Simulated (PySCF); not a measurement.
# C2H7PSeSi: the cost of one run

Programs: PySCF 2.14.0, with routines of our own; each step states its level. All values are computed. Atoms count from 0.

## 1. The system as given

12 atoms, charge 0, multiplicity 1; geometry from: GFN2-xTB.

## 2. Geometry optimisation at PBE0-D3(BJ)/def2-SVP

The job: settings as JSON, then the geometry in Å.

```
{"job": {"xc": "PBE0", "basis": "def2-SVP", "d3": "d3bj", "grid": 1, "maxiter": 30, "shake": 0.01, "kind": "geom"}, "charge": 0, "multiplicity": 1}
Si    -1.763910     0.216970    -0.108030
C     -0.020160    -0.279440    -0.540590
C      0.837060    -0.921630     0.545800
P      1.462680     0.705210    -0.026480
Se     3.153560     1.073090    -1.138500
H     -2.292330     1.080020    -1.202780
H     -1.731290     0.984140     1.150220
H     -2.548590    -0.977730     0.053290
H      0.123100    -0.714500    -1.500970
H      0.418750    -1.012370     1.550560
H      1.439550    -1.783020     0.272650
H      0.961270     1.600980     0.935810
```

The run is started by

```sh
OMP_NUM_THREADS=1 python heavy_run.py task.json out
```

The driver reads the jobs from task.json and runs them one after another.

**Question.** How long does this first job take on 1 thread of Intel Xeon Platinum 8559C, shared host, and how much memory does it need?

About 37 s, with a peak of 0.57 GiB.
